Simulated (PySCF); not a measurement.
**Zn: excitation energy in def2-QZVPPD**

Aim: the excitation energy of zinc from differences of total energies, at each level of theory, and how far each lands from the tabulated value where there is one.

Program: PySCF 2.14.0. Level of theory: unrestricted determinants in a Gaussian basis, no spin-orbit coupling in the energies. These are calculated values, not measurements, unless marked.

## 1. What is computed

```
Element                                   : zinc (Z = 30)
Basis                                     : def2-QZVPPD (11s6p5d4f2g, 100 functions)
Hamiltonian                               : the non-relativistic Hamiltonian (point nucleus)
State 1                                   : Zn: [Ar] 3d10 4s1 4p1, high-spin 3P determinant (an excited configuration)
Needed too, but not shown                 : Zn [Ar] 3d10 4s2 (1S)
Methods                                   : UHF, LDA, PBE, PBE0, r2SCAN, MN15, HSE06, LC-wPBE, M06-L, MP2
Core shells frozen in the correlated runs : valence: [Ar]; valence and next inner shell: [Ne] (for Zn)
```

The outer shells:

Zn [Ar] 3d10 4s1 4p1
```
[Ar] core
3d [↑↓][↑↓][↑↓][↑↓][↑↓]
4s [↑ ]
4p [↑ ][  ][  ]
```

The runs were made by one driver on top of PySCF. The scripts below sum up each run's settings (the driver also hands on starting orbitals that pick excited configurations, and frozen orbitals as a list rather than a count), and the logs come from the driver's own runs. The driver starts from symmetry-adapted Hartree-Fock orbitals, holds the occupation by maximum overlap and uses a logarithmic radial grid for functionals, so a plain start would take other cycles.

The integrals over 100 functions and the set-up took 1.2 s of CPU time.

## 2. Zn [Ar] 3d10 4s1 4p1: the ladder of methods

**UHF**

File input.py:

```python
from pyscf import gto, scf, dft, mp, cc
import basis_set_exchange as bse
mol = gto.M(atom="Zn 0 0 0", charge=0, spin=2, symmetry="D2h",
            basis=gto.basis.parse(bse.get_basis("def2-QZVPPD", elements=["Zn"], fmt="nwchem")))
mf = scf.UHF(mol)
mf.irrep_nelec = {'Ag': (6, 5), 'B1g': (1, 1), 'B2g': (1, 1), 'B3g': (1, 1), 'B1u': (2, 2), 'B2u': (3, 2), 'B3u': (2, 2)}
mf.kernel()
```

**LDA**

input.py, as changed from the run before:

```diff
@@ -4,3 +4,3 @@
             basis=gto.basis.parse(bse.get_basis("def2-QZVPPD", elements=["Zn"], fmt="nwchem")))
-mf = scf.UHF(mol)
+mf = dft.UKS(mol, xc="LDA,VWN")
 mf.irrep_nelec = {'Ag': (6, 5), 'B1g': (1, 1), 'B2g': (1, 1), 'B3g': (1, 1), 'B1u': (2, 2), 'B2u': (3, 2), 'B3u': (2, 2)}
```

**PBE**

input.py, as changed from the run before:

```diff
@@ -4,3 +4,3 @@
             basis=gto.basis.parse(bse.get_basis("def2-QZVPPD", elements=["Zn"], fmt="nwchem")))
-mf = dft.UKS(mol, xc="LDA,VWN")
+mf = dft.UKS(mol, xc="PBE")
 mf.irrep_nelec = {'Ag': (6, 5), 'B1g': (1, 1), 'B2g': (1, 1), 'B3g': (1, 1), 'B1u': (2, 2), 'B2u': (3, 2), 'B3u': (2, 2)}
```

**PBE0**

input.py, as changed from the run before:

```diff
@@ -4,3 +4,3 @@
             basis=gto.basis.parse(bse.get_basis("def2-QZVPPD", elements=["Zn"], fmt="nwchem")))
-mf = dft.UKS(mol, xc="PBE")
+mf = dft.UKS(mol, xc="PBE0")
 mf.irrep_nelec = {'Ag': (6, 5), 'B1g': (1, 1), 'B2g': (1, 1), 'B3g': (1, 1), 'B1u': (2, 2), 'B2u': (3, 2), 'B3u': (2, 2)}
```

**r2SCAN**

input.py, as changed from the run before:

```diff
@@ -4,3 +4,3 @@
             basis=gto.basis.parse(bse.get_basis("def2-QZVPPD", elements=["Zn"], fmt="nwchem")))
-mf = dft.UKS(mol, xc="PBE0")
+mf = dft.UKS(mol, xc="R2SCAN")
 mf.irrep_nelec = {'Ag': (6, 5), 'B1g': (1, 1), 'B2g': (1, 1), 'B3g': (1, 1), 'B1u': (2, 2), 'B2u': (3, 2), 'B3u': (2, 2)}
```

**MN15**

input.py, as changed from the run before:

```diff
@@ -4,3 +4,3 @@
             basis=gto.basis.parse(bse.get_basis("def2-QZVPPD", elements=["Zn"], fmt="nwchem")))
-mf = dft.UKS(mol, xc="R2SCAN")
+mf = dft.UKS(mol, xc="MN15")
 mf.irrep_nelec = {'Ag': (6, 5), 'B1g': (1, 1), 'B2g': (1, 1), 'B3g': (1, 1), 'B1u': (2, 2), 'B2u': (3, 2), 'B3u': (2, 2)}
```

**HSE06**

input.py, as changed from the run before:

```diff
@@ -4,3 +4,3 @@
             basis=gto.basis.parse(bse.get_basis("def2-QZVPPD", elements=["Zn"], fmt="nwchem")))
-mf = dft.UKS(mol, xc="MN15")
+mf = dft.UKS(mol, xc="HSE06")
 mf.irrep_nelec = {'Ag': (6, 5), 'B1g': (1, 1), 'B2g': (1, 1), 'B3g': (1, 1), 'B1u': (2, 2), 'B2u': (3, 2), 'B3u': (2, 2)}
```

**LC-wPBE**

input.py, as changed from the run before:

```diff
@@ -4,3 +4,3 @@
             basis=gto.basis.parse(bse.get_basis("def2-QZVPPD", elements=["Zn"], fmt="nwchem")))
-mf = dft.UKS(mol, xc="HSE06")
+mf = dft.UKS(mol, xc="LC_WPBE")
 mf.irrep_nelec = {'Ag': (6, 5), 'B1g': (1, 1), 'B2g': (1, 1), 'B3g': (1, 1), 'B1u': (2, 2), 'B2u': (3, 2), 'B3u': (2, 2)}
```

**M06-L**

input.py, as changed from the run before:

```diff
@@ -4,3 +4,3 @@
             basis=gto.basis.parse(bse.get_basis("def2-QZVPPD", elements=["Zn"], fmt="nwchem")))
-mf = dft.UKS(mol, xc="LC_WPBE")
+mf = dft.UKS(mol, xc="M06L")
 mf.irrep_nelec = {'Ag': (6, 5), 'B1g': (1, 1), 'B2g': (1, 1), 'B3g': (1, 1), 'B1u': (2, 2), 'B2u': (3, 2), 'B3u': (2, 2)}
```

## 3. Zn [Ar] 3d10 4s1 4p1, continued

**MP2 (valence)**

input.py: that of step 2 with these lines changed.

```diff
@@ -4,4 +4,5 @@
             basis=gto.basis.parse(bse.get_basis("def2-QZVPPD", elements=["Zn"], fmt="nwchem")))
-mf = dft.UKS(mol, xc="M06L")
+mf = scf.UHF(mol)
 mf.irrep_nelec = {'Ag': (6, 5), 'B1g': (1, 1), 'B2g': (1, 1), 'B3g': (1, 1), 'B1u': (2, 2), 'B2u': (3, 2), 'B3u': (2, 2)}
 mf.kernel()
+mp.UMP2(mf, frozen=9).kernel()
```

**MP2 (valence and next inner shell)**

input.py, as changed from the run before:

```diff
@@ -7,2 +7,2 @@
 mf.kernel()
-mp.UMP2(mf, frozen=9).kernel()
+mp.UMP2(mf, frozen=5).kernel()
```

Q: Predict the outcome of this session.

The runs gave:

| quantity | value |
| --- | --- |
| excitation energy, Zn → [Ar] 3d10 4s1 4p1 | UHF 2.562, MP2 (valence and next inner shell) 3.780 eV; reference 4.054 |

**Reading.** The methods span 1.710 eV, from UHF (2.562) to LDA (4.272). The reference is uncertain or not like for like (spin-orbit coupling or other relativistic terms), so no ranking of close methods is drawn. All values hold for this basis alone; no basis-set limit was taken.
